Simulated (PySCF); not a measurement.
**CdIn under other conditions**

How does CdIn answer to another spin, charge, distance or environment?

Program: PySCF 2.14.0. Level of theory: method and basis as typed in the scripts. These are calculated values, not measurements.

3 further runs of the same task are left out: 1 for a known fault of the program, 2 that didn't finish.

**1. Where the work starts**

CdIn: 2 atoms, charge 0, spin multiplicity 2.

Bond lengths: Cd1–In2 2.790 Å.

**2. Base script**

input.py

```python
from pyscf import gto, scf, mp

mol = gto.M(
    atom='Cd 0 0 0; In 0 0 2.79',
    basis='def2-svp',
    ecp={'Cd': 'def2-svp', 'In': 'def2-svp'},
    charge=0,
    spin=1,
    verbose=4,
)
mf = scf.UHF(mol)
mf.kernel()
mp.MP2(mf).kernel()
mf.dip_moment()
print('orbital energies (hartree):', [e[max(0, n-3):n+3].round(4) for e, n in zip(mf.mo_energy, mol.nelec)])
```

Run with:

```console
> OMP_NUM_THREADS=1 python input.py
```

Its log is not repeated here.

It gives: E(SCF) = -356.027413 Eh, 13 cycles, E(MP2) − E(SCF) = -0.44145 Eh, ⟨S²⟩ = 0.790, μ = 1.35 D (of the SCF density).

The bond length is a typed value, not an optimised one.

**3. Bond 8.37 Å**

Edit 1 changes bond length: 2.79 Å → 8.37 Å.

input.py

```python
from pyscf import gto, scf, mp

mol = gto.M(
    atom='Cd 0 0 0; In 0 0 8.37',
    basis='def2-svp',
    ecp={'Cd': 'def2-svp', 'In': 'def2-svp'},
    charge=0,
    spin=1,
    verbose=4,
)
mf = scf.UHF(mol)
mf.kernel()
mp.MP2(mf).kernel()
mf.dip_moment()
print('orbital energies (hartree):', [e[max(0, n-3):n+3].round(4) for e, n in zip(mf.mo_energy, mol.nelec)])
```

Run with:

```console
> OMP_NUM_THREADS=1 python input.py
```

**4. Sextet**

Edit 2 changes spin (2S): 1 → 5.

Changes to input.py since step 2:

```diff
@@ -7,3 +7,3 @@
     charge=0,
-    spin=1,
+    spin=5,
     verbose=4,
```

**5. Lengths in bohr**

Edit 3 changes length unit: angstrom → bohr; bond length: 2.79 Å → 2.79 bohr.

Changes to input.py since step 2:

```diff
@@ -8,2 +8,3 @@
     spin=1,
+    unit='bohr',
     verbose=4,
```

**6. Bond 5.58 Å**

Edit 4 changes bond length: 2.79 Å → 5.58 Å.

Changes to input.py since step 2:

```diff
@@ -3,3 +3,3 @@
 mol = gto.M(
-    atom='Cd 0 0 0; In 0 0 2.79',
+    atom='Cd 0 0 0; In 0 0 5.58',
     basis='def2-svp',
```

What does the calculation give? Wanted: for each run, E(SCF); from base; gap, α spin; SCF dipole; after the SCF.

The runs gave:

```csv
run,E(SCF) (hartree),from base (eV),cycles,"gap, α spin (eV)",SCF dipole (D),after the SCF
base,-356.027413,0,13,4.94,1.35,MP2 correlation -12.013 eV
bond 8.37 Å,-356.052957,-0.6951,10,5.92,0.06,MP2 correlation -11.665 eV
sextet,-355.888061,+3.7920,11,7.11,2.02,MP2 correlation -10.456 eV
lengths in bohr (poor choice),-354.536877,not comparable,15,5.34,0.01,MP2 correlation -12.804 eV
bond 5.58 Å,-356.052886,-0.6932,13,5.89,0.34,MP2 correlation -11.683 eV
```

In words: The largest comparable shift of the SCF energy, +3.792 eV, comes with the run “sextet”. The sextet solution found lies 3.79 eV above the base doublet at this geometry and level. Rows marked «poor choice» come from settings spoiled on purpose.
